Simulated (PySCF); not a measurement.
# From one method to the next for BeSe⁺

What do other methods print for BeSe⁺?

The runs use PySCF 2.14.0; each script names its method and basis.

4 further runs of the same task are left out: 4 that didn't finish.

## 1. Starting geometry

BeSe⁺: 2 atoms, charge 1, spin multiplicity 2.

Bond lengths: Be1–Se2 2.023 Å.

## 2. Base script

input.py reads:

```python
from pyscf import gto, dft, tdscf

mol = gto.M(
    atom='Be 0 0 0; Se 0 0 2.023',
    basis='lanl2dz',
    ecp={'Se': 'lanl2dz'},
    charge=1,
    spin=1,
    verbose=4,
)
mf = dft.UKS(mol, xc='b3lyp5')
mf.kernel()
td = tdscf.TDA(mf)
td.nstates = 6
td.kernel()
td.analyze(verbose=3)
mf.dip_moment()
print('orbital energies (hartree):', [e[max(0, n-3):n+3].round(4) for e, n in zip(mf.mo_energy, mol.nelec)])
```

On the command line:

```console
> python input.py
```

## 3. Gradient

Edit 1 changes step after the SCF: tda → gradient.

input.py, as its differences from that of step 2:

```diff
@@ -1,2 +1,2 @@
-from pyscf import gto, dft, tdscf
+from pyscf import gto, dft
 
@@ -12,6 +12,5 @@
 mf.kernel()
-td = tdscf.TDA(mf)
-td.nstates = 6
-td.kernel()
-td.analyze(verbose=3)
+g = mf.nuc_grad_method()
+g.grid_response = True
+g.kernel()
 mf.dip_moment()
```

## 4. Bhandhlyp

Edit 2 changes functional: b3lyp5 → bhandhlyp.

input.py, as its differences from that of step 2:

```diff
@@ -10,3 +10,3 @@
 )
-mf = dft.UKS(mol, xc='b3lyp5')
+mf = dft.UKS(mol, xc='bhandhlyp')
 mf.kernel()
```

## 5. EOM-EA (UHF)

Edit 3 changes step after the SCF: tda → eomea; SCF type: UKS → UHF; functional: b3lyp5 → none (Hartree–Fock); number of roots: 6 → 4.

input.py reads:

```python
from pyscf import gto, scf, cc

mol = gto.M(
    atom='Be 0 0 0; Se 0 0 2.023',
    basis='lanl2dz',
    ecp={'Se': 'lanl2dz'},
    charge=1,
    spin=1,
    verbose=4,
)
mf = scf.UHF(mol)
mf.kernel()
mycc = cc.CCSD(mf)
mycc.kernel()
e = mycc.eaccsd(nroots=4)[0]
print('roots (eV) =', (e*27.211386).round(3))
mf.dip_moment()
print('orbital energies (hartree):', [e[max(0, n-3):n+3].round(4) for e, n in zip(mf.mo_energy, mol.nelec)])
```

## 6. EOM-EE (UHF)

Edit 4 changes step after the SCF: tda → eomee; SCF type: UKS → UHF; functional: b3lyp5 → none (Hartree–Fock); number of roots: 6 → 5.

input.py reads:

```python
from pyscf import gto, scf, cc

mol = gto.M(
    atom='Be 0 0 0; Se 0 0 2.023',
    basis='lanl2dz',
    ecp={'Se': 'lanl2dz'},
    charge=1,
    spin=1,
    verbose=4,
)
mf = scf.UHF(mol)
mf.kernel()
mycc = cc.CCSD(mf)
mycc.kernel()
e = mycc.eeccsd(nroots=5)[0]
print('roots (eV) =', (e*27.211386).round(3))
mf.dip_moment()
print('orbital energies (hartree):', [e[max(0, n-3):n+3].round(4) for e, n in zip(mf.mo_energy, mol.nelec)])
```

What does the calculation give? Wanted: for each run, E(SCF); from base; gap, α spin; after the SCF.

As calculated:

```tsv
run	E(SCF) (hartree)	from base (eV)	cycles	gap, α spin (eV)	after the SCF
base	-23.576153	0	10	2.97	lowest root found 0.06 eV
gradient	-23.576153	0.0000	10	2.97	n/a
bhandhlyp	-23.557201	not comparable	10	5.00	lowest root found 1.45 eV
EOM-EA (UHF)	-23.328659	not comparable	13	8.67	CCSD correlation -1.451 eV, first root -8.31 eV
EOM-EE (UHF)	-23.328659	not comparable	13	8.67	CCSD correlation -1.451 eV, first root 0.05 eV
```

The α-spin gap between the frontier levels is 3.0 eV with b3lyp5 (20 % exact exchange) and 5.0 eV with bhandhlyp (50 %): exact exchange opens it. A lower total energy from another functional means nothing by itself.
